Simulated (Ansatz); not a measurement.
# C2H10BNSi: a ladder of functionals and wavefunction methods

An exercise on one series of results from a longer session: the logs are not shown, and one member is left open.

Computed with Ansatz 0.2.0, Gaussian basis. Level: functionals in def2-TZVPP, the program's frozen cores in correlated methods.

Plan: LDA (SPW92), PBE-D4, revPBE-D4, BLYP-D4, r2SCAN-D4, B97M-V, PBE0-D4, B3LYP-D4, r2SCANh-D4, r2SCAN0-D4, HSE06-D4, BHLYP-D4, CAM-B3LYP-D4, LC-ωPBE, ωB97X-V, ωB97M-V, B2PLYP, PBE-QIDH; CCSD(T)/def2-SVP; CCSD(T)/def2-TZVPP; MP2/def2-QZVPP; extrapolation to the limit; RPA on PBE.

## The relaxed structure

All runs share one geometry, relaxed beforehand with PBE0-D4 in a triple-zeta def2 set.

SMILES `BN(C)[SiH2]C`, 15 atoms, charge 0, spin multiplicity 1.

Atoms are counted from 1 here; the program's logs count them from 0.

Bond lengths: B1–N2 1.395 Å, B1–H6 1.200 Å, B1–H7 1.198 Å, N2–C3 1.458 Å, N2–Si4 1.756 Å, C3–H8 1.095 Å, C3–H9 1.090 Å, C3–H10 1.095 Å, Si4–C5 1.865 Å, Si4–H11 1.481 Å, Si4–H12 1.491 Å, C5–H13 1.093 Å, C5–H14 1.093 Å, C5–H15 1.093 Å. Angles: N2–B1–H6 119.4°, N2–B1–H7 119.3°, H6–B1–H7 121.3°, B1–N2–C3 121.6°, B1–N2–Si4 122.2°, C3–N2–Si4 116.3°, N2–C3–H8 111.4°, N2–C3–H9 109.8°, N2–C3–H10 111.1°, H8–C3–H9 108.2°, H8–C3–H10 107.7°, H9–C3–H10 108.5°, N2–Si4–C5 111.4°, N2–Si4–H11 108.0°, N2–Si4–H12 107.6°, C5–Si4–H11 111.1°, C5–Si4–H12 108.9°, H11–Si4–H12 109.9° and more.

Set-up of the first run:

Contents of in.yaml:

```yaml
crystal:
  periodic: [false, false, false]
  atoms:
    - {symbol: B, position_ang: [-1.682505, -0.625561, -1.089508]}
    - {symbol: N, position_ang: [-0.842669, -0.116356, -0.099177]}
    - {symbol: C, position_ang: [-1.037953, -0.441590, 1.308329]}
    - {symbol: Si, position_ang: [0.508776, 0.941801, -0.471793]}
    - {symbol: C, position_ang: [2.139428, 0.121579, -0.087820]}
    - {symbol: H, position_ang: [-2.590079, -1.347218, -0.778845]}
    - {symbol: H, position_ang: [-1.482946, -0.334354, -2.233951]}
    - {symbol: H, position_ang: [-0.182910, -0.991747, 1.714067]}
    - {symbol: H, position_ang: [-1.927392, -1.061281, 1.424450]}
    - {symbol: H, position_ang: [-1.165657, 0.465505, 1.907871]}
    - {symbol: H, position_ang: [0.420736, 1.308143, -1.904310]}
    - {symbol: H, position_ang: [0.371408, 2.162770, 0.372995]}
    - {symbol: H, position_ang: [2.965186, 0.800206, -0.317829]}
    - {symbol: H, position_ang: [2.268421, -0.785168, -0.683418]}
    - {symbol: H, position_ang: [2.216157, -0.147227, 0.968340]}
basis:
  gaussian: {orbitals: def2-TZVPP}
hamiltonian: {xc: lda}
output: {orbitals: {seedname: orbitals}}
```

Command:

```
$ ansatz run in.yaml --threads 4 --pin off --events-out ev --progress --plain --max-ram 10444MiB
```

Steps of the session up to this table: LDA; PBE-D4 (GGA); revPBE-D4 (GGA); BLYP-D4 (GGA); r2SCAN-D4 (meta-GGA); B97M-V (meta-GGA); B3LYP-D4 (hybrid); r2SCANh-D4 (hybrid); r2SCAN0-D4 (hybrid); HSE06-D4 (hybrid); BHLYP-D4 (hybrid); CAM-B3LYP-D4 (range-separated); LC-ωPBE (range-separated); ωB97X-V (range-separated); ωB97M-V (range-separated); B2PLYP (double hybrid); PBE-QIDH (double hybrid).

One of the session's tables, all rows but one given; the rest of the session is left out.

It belongs to the step «Orbital energies across the functionals». 

| functional | HOMO (eV) | gap (eV) |
| --- | --- | --- |
| LDA (SPW92) | -6.75 | 5.54 |
| PBE-D4 | ? | ? |
| revPBE-D4 | -6.56 | 5.67 |
| BLYP-D4 | -6.48 | 5.63 |
| r2SCAN-D4 | -6.83 | 6.21 |
| B97M-V | -6.96 | 6.19 |
| PBE0-D4 | -7.84 | 7.80 |
| B3LYP-D4 | -7.62 | 7.35 |
| r2SCANh-D4 | -7.30 | 7.00 |
| r2SCAN0-D4 | -8.00 | 8.18 |
| HSE06-D4 | -7.44 | 7.02 |
| BHLYP-D4 | -8.97 | 9.85 |
| CAM-B3LYP-D4 | -9.19 | 10.17 |
| LC-ωPBE | -10.56 | 12.71 |
| ωB97X-V | -10.20 | 12.22 |
| ωB97M-V | -10.12 | 11.85 |

Estimate the missing values for PBE-D4.

As computed: HOMO (eV): -6.62; gap (eV): 5.63. In the column «HOMO (eV)» it lies between LDA (SPW92) (-6.75) and revPBE-D4 (-6.56).
